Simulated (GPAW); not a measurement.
# GaGe3 (Pm-3m) in GPAW: further runs

One crystal, GaGe3, is run at these levels: LDA; tasks: band structure, equation of state.

Everything below comes from runs of GPAW 26.7.0. Logs are shortened: lines on timing, memory, paths and dates and some standing lists are left out, and cuts for length are marked. The log counts tension as positive stress, the text compression.

**1. The crystal as given**

It takes space group Pm-3m (No. 221, cubic). Conventional cell: a = 4.278 Å, b = 4.278 Å, c = 4.278 Å, α = 90.00°, β = 90.00°, γ = 90.00°. Ge (site symmetry 4/mmm) has 8 Ge at 3.03 Å and 4 Ga at 3.03 Å as nearest neighbours. Around Ga (site symmetry m-3m) lie 12 Ge at 3.03 Å.

The cell comes from a database or a generator and needn't be the stable form of this composition.

**2. Band structure, LDA**

The input, run.py:

```python
from ase import Atoms
from ase.dft.bandgap import bandgap
from ase.io import write
from ase.units import GPa
from gpaw import GPAW, PW

atoms = Atoms(['Ge', 'Ge', 'Ge', 'Ga'],
              cell=[[4.278466, 0.0, 0.0],
                    [0.0, 4.278466, 0.0],
                    [0.0, 0.0, 4.278466]],
              scaled_positions=[[0.5, 0.5, 0.0],
                                [0.5, 0.0, 0.5],
                                [0.0, 0.5, 0.5],
                                [0.0, 0.0, 0.0]],
              pbc=True)

calc = GPAW(mode=PW(600),
            xc='LDA',
            kpts={'size': (6, 6, 6), 'gamma': True},
            occupations={'name': 'fermi-dirac', 'width': 0.05},
            nbands=18,
            convergence={'density': 1e-05, 'energy': 1e-05},
            maxiter=150,
            txt='gpaw.txt')
atoms.calc = calc
energy = atoms.get_potential_energy()
forces = atoms.get_forces()
stress = atoms.get_stress()
calc.write('gs.gpw')
write('result.traj', atoms)
print(f'Energy: {energy:.6f} eV')
print('Forces (eV/A):')
print(forces.round(4))
print('Stress (GPa):', (stress / GPa).round(3))
print('Fermi level:', round(calc.get_fermi_level(), 4), 'eV')
print(f'Gap: {bandgap(calc)[0]:.4f} eV, direct: {bandgap(calc, direct=True)[0]:.4f} eV')

path = atoms.cell.bandpath('GXMGRX,MR', npoints=60, eps=1e-4)
bs_calc = calc.fixed_density(kpts=path, symmetry='off', nbands=32,
                             convergence={'bands': 'CBM+6.0', 'eigenstates': 1e-6}, txt='bands.txt')
bs = bs_calc.band_structure()
bs.write('bs.json')
print(f'Gap on the path: {bandgap(bs_calc)[0]:.4f} eV')
```

Potentials or basis: the program's PAW data sets (release 1.2.1) made for this functional, pw.

The run is started by

```console
OMP_NUM_THREADS=1 python run.py
```

gpaw.txt:

```text
__  _  _
 | _ |_)|_||  |
 |__||  | ||/\| - 26.7.0

Input parameters:
  mode=PW(ecut=600.0),
  convergence={'density': 1e-05, 'energy': 1e-05},
  kpts=MonkhorstPack(size=(6, 6, 6), gamma=True),
  maxiter=150,
  nbands=18,
  occupations=Occupations(name='fermi-dirac', width=0.05),
  xc=XC(name='LDA')

Diagonalizing LCAO Hamiltonian
Converting LCAO to pw mode
    .----------.
   /|          |
  / |          |
 *  |          |
 | Ge          |
 |  .----------.
 | /   Gee    /
 |/          /
 Ga---------*

Atoms  # Å, Bohr magnetons
|   | symbol |        x |        y |        z |    initial magnetic moments |
|---|--------|----------|----------|----------|-----------------------------|
| 0 |     Ge | 2.139233 | 2.139233 | 0.000000 | ( 0.0000,  0.0000,  0.0000) |
| 1 |     Ge | 2.139233 | 0.000000 | 2.139233 | ( 0.0000,  0.0000,  0.0000) |
| 2 |     Ge | 0.000000 | 2.139233 | 2.139233 | ( 0.0000,  0.0000,  0.0000) |
| 3 |     Ga | 0.000000 | 0.000000 | 0.000000 | ( 0.0000,  0.0000,  0.0000) |

Unit cell  # Å
| periodic |        x |        y |        z |  lengths |    angles |
|----------|----------|----------|----------|----------|-----------|
|      yes | 4.278466 | 0.000000 | 0.000000 | 4.278466 | 90.000000 |
|      yes | 0.000000 | 4.278466 | 0.000000 | 4.278466 | 90.000000 |
|      yes | 0.000000 | 0.000000 | 4.278466 | 4.278466 | 90.000000 |

Number of symmetries: 48
Symmetry operations  # r_c * U_cc + t_c -> r_c
|    | kind |            matrix            |
|----|------|------------------------------|
|  0 |  E   |  1, 0, 0,  0, 1, 0,  0, 0, 1 |
|  1 |  σ   |  1, 0, 0,  0, 1, 0,  0, 0,-1 |
|  2 |  σ   |  1, 0, 0,  0, 0, 1,  0, 1, 0 |
|  3 |  C4  |  1, 0, 0,  0, 0, 1,  0,-1, 0 |
|  4 |  C4  |  1, 0, 0,  0, 0,-1,  0, 1, 0 |
|  5 |  σ   |  1, 0, 0,  0, 0,-1,  0,-1, 0 |
|  6 |  σ   |  1, 0, 0,  0,-1, 0,  0, 0, 1 |
|  7 |  C2  |  1, 0, 0,  0,-1, 0,  0, 0,-1 |
|  8 |  σ   |  0, 1, 0,  1, 0, 0,  0, 0, 1 |
|  9 |  C2  |  0, 1, 0,  1, 0, 0,  0, 0,-1 |
| 10 |  C3  |  0, 1, 0,  0, 0, 1,  1, 0, 0 |
| 11 |  S6  |  0, 1, 0,  0, 0, 1, -1, 0, 0 |
| 12 |  S6  |  0, 1, 0,  0, 0,-1,  1, 0, 0 |
| 13 |  C3  |  0, 1, 0,  0, 0,-1, -1, 0, 0 |
| 14 |  C4  |  0, 1, 0, -1, 0, 0,  0, 0, 1 |
| 15 |  S4  |  0, 1, 0, -1, 0, 0,  0, 0,-1 |
| 16 |  C3  |  0, 0, 1,  1, 0, 0,  0, 1, 0 |
| 17 |  S6  |  0, 0, 1,  1, 0, 0,  0,-1, 0 |
| 18 |  σ   |  0, 0, 1,  0, 1, 0,  1, 0, 0 |
| 19 |  C4  |  0, 0, 1,  0, 1, 0, -1, 0, 0 |
| 20 |  C2  |  0, 0, 1,  0,-1, 0,  1, 0, 0 |
| 21 |  S4  |  0, 0, 1,  0,-1, 0, -1, 0, 0 |
| 22 |  S6  |  0, 0, 1, -1, 0, 0,  0, 1, 0 |
| 23 |  C3  |  0, 0, 1, -1, 0, 0,  0,-1, 0 |
| 24 |  S6  |  0, 0,-1,  1, 0, 0,  0, 1, 0 |
| 25 |  C3  |  0, 0,-1,  1, 0, 0,  0,-1, 0 |
| 26 |  C4  |  0, 0,-1,  0, 1, 0,  1, 0, 0 |
| 27 |  σ   |  0, 0,-1,  0, 1, 0, -1, 0, 0 |
| 28 |  S4  |  0, 0,-1,  0,-1, 0,  1, 0, 0 |
| 29 |  C2  |  0, 0,-1,  0,-1, 0, -1, 0, 0 |
| 30 |  C3  |  0, 0,-1, -1, 0, 0,  0, 1, 0 |
| 31 |  S6  |  0, 0,-1, -1, 0, 0,  0,-1, 0 |
| 32 |  C4  |  0,-1, 0,  1, 0, 0,  0, 0, 1 |
| 33 |  S4  |  0,-1, 0,  1, 0, 0,  0, 0,-1 |
| 34 |  S6  |  0,-1, 0,  0, 0, 1,  1, 0, 0 |
| 35 |  C3  |  0,-1, 0,  0, 0, 1, -1, 0, 0 |
| 36 |  C3  |  0,-1, 0,  0, 0,-1,  1, 0, 0 |
| 37 |  S6  |  0,-1, 0,  0, 0,-1, -1, 0, 0 |
| 38 |  σ   |  0,-1, 0, -1, 0, 0,  0, 0, 1 |
| 39 |  C2  |  0,-1, 0, -1, 0, 0,  0, 0,-1 |
| 40 |  σ   | -1, 0, 0,  0, 1, 0,  0, 0, 1 |
| 41 |  C2  | -1, 0, 0,  0, 1, 0,  0, 0,-1 |
| 42 |  C2  | -1, 0, 0,  0, 0, 1,  0, 1, 0 |
| 43 |  S4  | -1, 0, 0,  0, 0, 1,  0,-1, 0 |
| 44 |  S4  | -1, 0, 0,  0, 0,-1,  0, 1, 0 |
| 45 |  C2  | -1, 0, 0,  0, 0,-1,  0,-1, 0 |
| 46 |  C2  | -1, 0, 0,  0,-1, 0,  0, 0, 1 |
| 47 |  i   | -1, 0, 0,  0,-1, 0,  0, 0,-1 |

BZ-sampling:
  Number of BZ points: 216
  Number of IBZ points: 20

  Monkhorst-Pack size: [6, 6, 6]
  Monkhorst-Pack shift: [0.08333333333333333, 0.08333333333333333, 0.08333333333333333]

K-points  # in reciprocal-cell coordinates
|     |                                coordinates |     weight |
|-----|--------------------------------------------|------------|
|   0 | (  0.00000000,   0.00000000,   0.00000000) | 0.00462963 |
|   1 | (  0.16666667,   0.00000000,   0.00000000) | 0.02777778 |
|   2 | (  0.16666667,   0.16666667,   0.00000000) | 0.05555556 |
|   3 | (  0.16666667,   0.16666667,   0.16666667) | 0.03703704 |
|   4 | (  0.33333333,   0.00000000,   0.00000000) | 0.02777778 |
|   5 | (  0.33333333,   0.16666667,   0.00000000) | 0.11111111 |
|   6 | (  0.33333333,   0.16666667,   0.16666667) | 0.11111111 |
|   7 | (  0.33333333,   0.33333333,   0.00000000) | 0.05555556 |
|   8 | (  0.33333333,   0.33333333,   0.16666667) | 0.11111111 |
|   9 | (  0.33333333,   0.33333333,   0.33333333) | 0.03703704 |
| ... |                                            |            |
|  19 | (  0.50000000,   0.50000000,   0.50000000) | 0.00462963 |

Plane wave coefficients: 2632
Cutoff: 600.0 eV

Spin-components: 1 (collinear spins)
Bands:           18
Projectors:      20
Spin-degeneracy: 2
Datatype:        complex128

Parallelization:
  kpt:    1
  domain: 1
  band:   1

Density:
  Valence electrons: 15.0
  Components: 1
  Grid points: [25 25 25]
  Charge: 0.0  # |e|

Potential:
  Grid points: [25 25 25]

species:
  Ge:
    name:    Germanium
    Z:       32.0
    valence: 4
    core:    28
    charge:  0.0  # [|e|]
    compensation charges:
      type: gauss
      rc: 0.32  # [Å]
      lmax: 2
    cutoffs:
      filter: 1.77  # [Å]
      core: 3.42  # [Å]
    projectors
    | kind |    occ | energy [eV] | rcut [Å] |
    |------|--------|-------------|----------|
    |   4s |  2.000 |     -11.940 |    1.005 |
    |   4p |  2.000 |      -4.047 |    1.005 |
    |    s |        |      15.272 |    1.005 |
    |    p |        |      23.164 |    1.005 |
    |    d |        |       0.000 |    1.005 |

    Using partial waves for Ge as LCAO basis

  Ga:
    name:    Gallium
    Z:       31.0
    valence: 3
    core:    28
    charge:  0.0  # [|e|]
    compensation charges:
      type: gauss
      rc: 0.37  # [Å]
      lmax: 2
    cutoffs:
      filter: 2.06  # [Å]
      core: 4.17  # [Å]
    projectors
    | kind |    occ | energy [eV] | rcut [Å] |
    |------|--------|-------------|----------|
    |   4s |  2.000 |      -9.167 |    1.164 |
    |   4p |  1.000 |      -2.734 |    1.164 |
    |    s |        |      18.045 |    1.164 |
    |    p |        |      24.478 |    1.164 |
    |    d |        |       0.000 |    1.164 |

    Using partial waves for Ga as LCAO basis

Reference energy: -223861.509246  # eV

eigensolver:
  PPCG
  Converge bands: occupied
  niter=2

density mixing:
  MSR1-Mixer
  Pratt-step length: 0.05
  Maximum mixing coefficient: 0.75
  Old densities: 10
  SVD Regularization: 0.005
  Good broyden scale: 1.0
  Trust region scale: 1.0
  Backstep threshold: 4.0
  History deletion threshold: 6.0
  Fourier metric: weight=20.0, sigma=0.015

occupation numbers:
  Fermi-Dirac:
    width: 0.0500  # eV

poisson solver:
  ecut: 4800.0  # eV

xc functional:
  name: None

convergence criteria:
- Maximum integral of absolute [dens]ity change: 1e-05 electrons / valence electron
- Maximum [total energy] change in last 3 cyles: 1e-05 eV / valence electron
- Maximum integral of absolute [eigenst]ate change: 4e-08 eV^2 / valence electron
maximum number of iterations: 150

SCF iterations
|iter     | |      energy | eigst |  dens |
|---------|-|-------------|-------|-------|
|iter:   1| |  -18.151745 | -0.69 |       |
|iter:   2| |  -18.146648 | -2.96 | -1.27 |
|iter:   3| |  -18.097800 | -3.42 | -1.29 |
|iter:   4| |  -18.094671 | -4.33 | -1.91 |
|iter:   5| |  -18.094599 | -5.53 | -2.99 |
|iter:   6| |  -18.094601c| -6.48 | -3.32 |
|iter:   7| |  -18.094600c| -8.29c| -4.26 |
|iter:   8| |  -18.094600c| -8.89c| -4.76 |
|iter:   9| |  -18.094600c| -9.49c| -5.38c|

Converged in 9 steps
Energy contributions relative to reference atoms: (reference = -223861.509246)

Energy contributions:
  Kinetic:          25.471853
  Coulomb:         -23.319801
  Zero:             -0.011354
  External:          0.000000
  Xc:              -20.224158
  Entropy:          -0.022280
  Spinorbit:         0.000000
  ----------------------------
  Free energy:     -18.105740
  Extrapolated:    -18.094600

dipole moment: (-25.212754, -25.212754, -25.212754)  # |e|*Ang

Fermi level: 6.811
Eigenvalues  # (at kpt = [0.000, 0.000, 0.000])
| band index |      eig [eV] | occ [0-2] |
|------------|---------------|-----------|
|          0 |        -5.678 |     2.000 |
|          1 |         1.129 |     2.000 |
|          2 |         1.129 |     2.000 |
|          3 |         3.072 |     2.000 |
|          4 |         3.072 |     2.000 |
|          5 |         3.072 |     2.000 |
|          6 |         3.406 |     2.000 |
|          7 |         9.400 |     0.000 |
|          8 |         9.400 |     0.000 |
|          9 |         9.400 |     0.000 |
|         10 |        10.328 |     0.000 |
|         11 |        10.328 |     0.000 |
|         12 |        10.328 |     0.000 |
|         13 |        13.514 |     0.000 |
|         14 |        13.514 |     0.000 |
|        ... |               |           |
|         17 |        13.915 |     0.000 |

No gap
No difference between direct/indirect transitions

Forces  # eV/Ang
|        x |        y |        z |
|----------|----------|----------|
|  0.00000 |  0.00000 | -0.00000 |  # Ge   0
| -0.00000 | -0.00000 |  0.00000 |  # Ge   1
| -0.00000 | -0.00000 |  0.00000 |  # Ge   2
|  0.00000 |  0.00000 |  0.00000 |  # Ga   3

Stress tensor  # eV/Ang^3
|        x |        y |        z |
|----------|----------|----------|
| 0.031810 | 0.000000 | 0.000000 |
| 0.000000 | 0.031810 | 0.000000 |
| 0.000000 | 0.000000 | 0.031810 |

# Writing to gs.gpw (mode='')
```

Run time: 43 s. Hardware: 1 thread of Arm Neoverse V1, shared host; peak memory 0.31 GiB.

What came out:

| Item | Value |
| --- | --- |
| Free energy | -18.1057 eV |
| Pressure | -5.1 GPa |
| Band gap along the path | none (metal or under the smearing width) |

Levels at the corners of the path, in eV from the Fermi level:
| point | band 5 | band 6 | band 7 | band 8 | band 9 | band 10 | band 11 | band 12 |
| --- | --- | --- | --- | --- | --- | --- | --- | --- |
| Γ | -3.74 | -3.74 | -3.40 | 2.59 | 2.59 | 2.59 | 3.52 | 3.52 |
| X | -1.91 | -1.91 | -1.30 | -1.30 | -0.01 | 0.25 | 4.29 | 4.47 |
| M | -0.77 | -0.20 | -0.20 | 0.07 | 0.25 | 0.25 | 0.62 | 1.62 |
| Γ | -3.74 | -3.74 | -3.40 | 2.59 | 2.59 | 2.59 | 3.52 | 3.52 |
| R | -5.27 | -4.84 | -4.84 | -4.84 | 6.53 | 6.53 | 6.59 | 6.59 |
| X | -1.91 | -1.91 | -1.30 | -1.30 | -0.01 | 0.25 | 4.29 | 4.47 |
| M | -0.77 | -0.20 | -0.20 | 0.07 | 0.25 | 0.25 | 0.62 | 1.62 |
| R | -5.27 | -4.84 | -4.84 | -4.84 | 6.53 | 6.53 | 6.59 | 6.59 |

**3. Equation of state, LDA**

The input, run.py:

```python
from ase import Atoms
from ase.eos import EquationOfState
from ase.io import Trajectory
from ase.units import GPa
from gpaw import GPAW, PW

atoms = Atoms(['Ge', 'Ge', 'Ge', 'Ga'],
              cell=[[4.278466, 0.0, 0.0],
                    [0.0, 4.278466, 0.0],
                    [0.0, 0.0, 4.278466]],
              scaled_positions=[[0.5, 0.5, 0.0],
                                [0.5, 0.0, 0.5],
                                [0.0, 0.5, 0.5],
                                [0.0, 0.0, 0.0]],
              pbc=True)

traj = Trajectory('eos.traj', 'w')
volumes, energies = [], []
for x in [0.94, 0.96, 0.98, 1.0, 1.02, 1.04, 1.06]:
    a = atoms.copy()
    a.set_cell(atoms.cell * x**(1 / 3), scale_atoms=True)
    calc = GPAW(mode=PW(600),
                xc='LDA',
                kpts={'size': (6, 6, 6), 'gamma': True},
                occupations={'name': 'fermi-dirac', 'width': 0.05},
                nbands=18,
                convergence={'density': 1e-05, 'energy': 1e-05},
                maxiter=150,
                txt=f'eos-{x:.2f}.txt')
    a.calc = calc
    energies.append(a.get_potential_energy(force_consistent=True))
    volumes.append(a.get_volume())
    p = -a.get_stress()[:3].mean() / GPa
    calc.write(f'eos-{x:.2f}.gpw')
    traj.write(a)
    print(f'{x:.2f} {volumes[-1]:10.4f} A^3 {energies[-1]:14.6f} eV {p:9.3f} GPa', flush=True)

v0, e0, B = EquationOfState(volumes, energies, eos='birchmurnaghan').fit()
print(f'V0 = {v0:.4f} A^3, E0 = {e0:.6f} eV, B0 = {B / GPa:.2f} GPa')
```

Potentials or basis: the program's PAW data sets (release 1.2.1) made for this functional, pw.

The run is started by

```console
OMP_NUM_THREADS=1 python run.py
```

Wall time 93 s (1 thread of Arm Neoverse V1, shared host); peak memory 0.24 GiB.

Results (log left out):

```yaml
Equilibrium_volume: "17.98 Å³/atom (rough: see the caveat)"
Bulk_modulus: 73 GPa (rough)
```

Energy against volume, from the lowest point:
```tsv
volume (Å³/atom)	energy (meV/atom)
18.405	0.00
18.796	5.55
19.188	14.09
19.580	25.26
19.971	38.77
20.363	54.33
20.754	71.68
```

Caveat: the minimum lies outside the volumes run.

**4. For comparison**

An earlier run on the cell as given: functional PBEsol; potentials or basis PAW data sets generated in the run's folder for this functional; cutoff 600 eV; basis pw; k mesh 6 × 6 × 6; occupations fermi-dirac, width 0.05 eV; no spin polarisation.

* Pressure: -3.7 GPa
* Band gap on the k mesh: none (metal or under the smearing width)

**5. Overview**

| task | level | potentials or basis | band path | band points | pressure (GPa) |
| --- | --- | --- | --- | --- | --- |
| band structure | LDA | the program's PAW data sets (release 1.2.1) made for this functional, pw | GXMGRX,MR | 60 | -5.1 |
| equation of state | LDA | the program's PAW data sets (release 1.2.1) made for this functional, pw | - | - | - |
| single point | PBEsol | PAW data sets generated in the run's folder for this functional, pw | - | - | -3.7 |

Alike in all rows: no spin polarisation; cell as given; k mesh 6 × 6 × 6; cutoff (eV) 600; smearing fermi-dirac 0.05 eV.

Caveats: the minimum lies outside the volumes run (some runs).

Absolute energies hang on the potentials; compare differences alone.
